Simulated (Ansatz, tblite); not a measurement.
# Sn(NH2)H3 (SnNH₅): one state, many levels

The task here is to estimate one member of a computed series from the others.

Computed with Ansatz 0.2.0, Gaussian basis. Level: as each input shows.

The runs, in order: GFN1-xTB, GFN2-xTB, PBE-D4/def2-TZVP, r2SCAN-D4/def2-TZVP, CAM-B3LYP-D4/def2-TZVP, HF/def2-TZVP, PBE-QIDH/def2-TZVP, B97M-V/def2-TZVP, LDA/def2-TZVP, revPBE-D4/def2-TZVP, BHLYP-D4/def2-TZVP, PBE-D4/def2-SVP, PBE0-D4/def2-SVP, PBE0-D4/def2-TZVPD, PBE-D4/def2-TZVPD, r2SCAN-D4/def2-TZVPD, CCSD(T)/def2-TZVPP, MP2/def2-TZVP, RPA/def2-TZVP, CCSD(T)/def2-TZVPD.

2 further runs of the same task are left out: 2 set aside as unsound or not needed. Runs told in other sessions of the task aren't counted.

## The structure

The singlet was relaxed beforehand with r2SCAN-D4/def2-TZVP.

7 atoms, charge 0, spin multiplicity 1.

Bond lengths: Sn1–N2 2.041 Å, Sn1–H5 1.704 Å, Sn1–H6 1.704 Å, Sn1–H7 1.718 Å, N2–H3 1.015 Å, N2–H4 1.015 Å. Angles: N2–Sn1–H5 105.5°, N2–Sn1–H6 105.5°, N2–Sn1–H7 113.7°, H5–Sn1–H6 112.3°, H5–Sn1–H7 109.9°, H6–Sn1–H7 109.9°, Sn1–N2–H3 111.9°, Sn1–N2–H4 112.0°, H3–N2–H4 106.4°.

Sn takes a core potential in the def2 sets. No spin-orbit coupling is included.

PBE0-D4/def2-TZVP was run before; its log isn't repeated, and its numbers join the tables.

Set-up of the first run:

Tight binding, by tblite at 300 K electronic temperature and without a spin-polarisation term:

```python
tblite.interface.Calculator('GFN1-xTB', numbers, positions, charge=0, uhf=0).singlepoint()
```

Tight binding, by tblite at 300 K electronic temperature and without a spin-polarisation term:

```python
tblite.interface.Calculator('GFN2-xTB', numbers, positions, charge=0, uhf=0).singlepoint()
```

start.molden holds the orbitals of an earlier run on this state, given as this run's starting guess.

Input file in.yaml:

```yaml
crystal:
  periodic: [false, false, false]
  atoms:
    - {symbol: Sn, position_ang: [0.010483, 0.020737, -0.763793]}
    - {symbol: N, position_ang: [0.138409, 0.253356, 1.259891]}
    - {symbol: H, position_ang: [0.651137, -0.505930, 1.696734]}
    - {symbol: H, position_ang: [-0.776510, 0.271338, 1.699122]}
    - {symbol: H, position_ang: [1.619985, 0.003911, -1.322060]}
    - {symbol: H, position_ang: [-0.853301, 1.377453, -1.325724]}
    - {symbol: H, position_ang: [-0.790203, -1.420865, -1.244171]}
basis:
  gaussian: {orbitals: def2-TZVP, initial_orbitals: start.molden}
hamiltonian: {xc: pbe, dispersion: d4}
scf: {omitted_lower_state_checks: [starts]}
output: {forces: true, orbitals: {seedname: orbitals}}
```

Command:

```bash
$ ansatz run in.yaml --threads 4 --pin off --events-out ev --progress --plain --max-ram 3916MiB
```

Steps of the session up to this table: PBE-D4/def2-TZVP; r2SCAN-D4/def2-TZVP; CAM-B3LYP-D4/def2-TZVP; HF/def2-TZVP; PBE-QIDH/def2-TZVP; B97M-V/def2-TZVP; LDA/def2-TZVP; revPBE-D4/def2-TZVP; BHLYP-D4/def2-TZVP; PBE-D4/def2-SVP; PBE0-D4/def2-SVP; PBE0-D4/def2-TZVPD; PBE-D4/def2-TZVPD; r2SCAN-D4/def2-TZVPD; CCSD(T)/def2-TZVPP; MP2/def2-TZVP; RPA/def2-TZVP; CCSD(T)/def2-TZVPD.

One of the session's tables, all rows but one given; the rest of the session is left out.

| level | HOMO (eV) | gap (eV) |
| --- | --- | --- |
| HF/def2-TZVP | -10.68 | 12.85 |
| LDA/def2-TZVP | -5.95 | 4.80 |
| PBE-D4/def2-SVP | -5.51 | 4.95 |
| PBE-D4/def2-TZVP | -5.83 | 4.87 |
| PBE-D4/def2-TZVPD | -5.91 | 4.82 |
| revPBE-D4/def2-TZVP | -5.79 | 4.90 |
| r2SCAN-D4/def2-TZVP | -6.13 | 5.62 |
| r2SCAN-D4/def2-TZVPD | -6.19 | 5.58 |
| B97M-V/def2-TZVP | -6.27 | 5.42 |
| PBE0-D4/def2-SVP | -6.99 | 7.24 |
| PBE0-D4/def2-TZVP | -7.24 | 7.04 |
| PBE0-D4/def2-TZVPD | -7.29 | 6.93 |
| BHLYP-D4/def2-TZVP | ? | ? |
| CAM-B3LYP-D4/def2-TZVP | -8.64 | 9.22 |

**Question.** Estimate the row for BHLYP-D4/def2-TZVP.

As computed: HOMO (eV): -8.56; gap (eV): 8.98. In the column «HOMO (eV)» it lies between CAM-B3LYP-D4/def2-TZVP (-8.64) and PBE0-D4/def2-TZVPD (-7.29).
